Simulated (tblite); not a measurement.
# GeH9Si3: the cost of one run

Programs: tblite 0.8.0 and PySCF 2.14.0. All values are calculated, for the isolated system unless a continuum is named. Atoms count from 0, parts from 1.

## (1) The system as given

13 atoms, charge 0, multiplicity 2; geometry: distance geometry start.

## (2) Relaxing the cluster with GFN2-xTB

What the job is given:

```
{"job": {"kind": "relax", "xc": "GFN2-xTB", "basis": "xTB"}, "charge": 0, "multiplicity": 2}
Si     0.182708     0.307639    -0.671490
Si    -1.671570    -0.872704    -0.933909
Si     1.770839    -1.090029     0.012501
Ge    -0.109335     2.076592     0.805908
H     -1.782023    -1.782325     0.195136
H     -1.481284    -1.722469    -2.139128
H     -2.848754    -0.027439    -1.016108
H      2.020550    -0.840083     1.450676
H      2.990723    -0.862601    -0.819567
H      1.313959    -2.451420    -0.152334
H     -1.614382     2.238008     1.047842
H      0.704510     1.723524     2.088470
H      0.523062     3.310753     0.103802
```

Method: GFN2-xTB geometry optimisation, gas phase.

Started as:

```console
> OMP_NUM_THREADS=1 python cluster_run.py task.json out
```

One launch serves the whole session: the jobs run in the order shown.

**Question.** How long does this first job take on 1 thread of Arm Neoverse V1, shared host?

About 1.7 s.
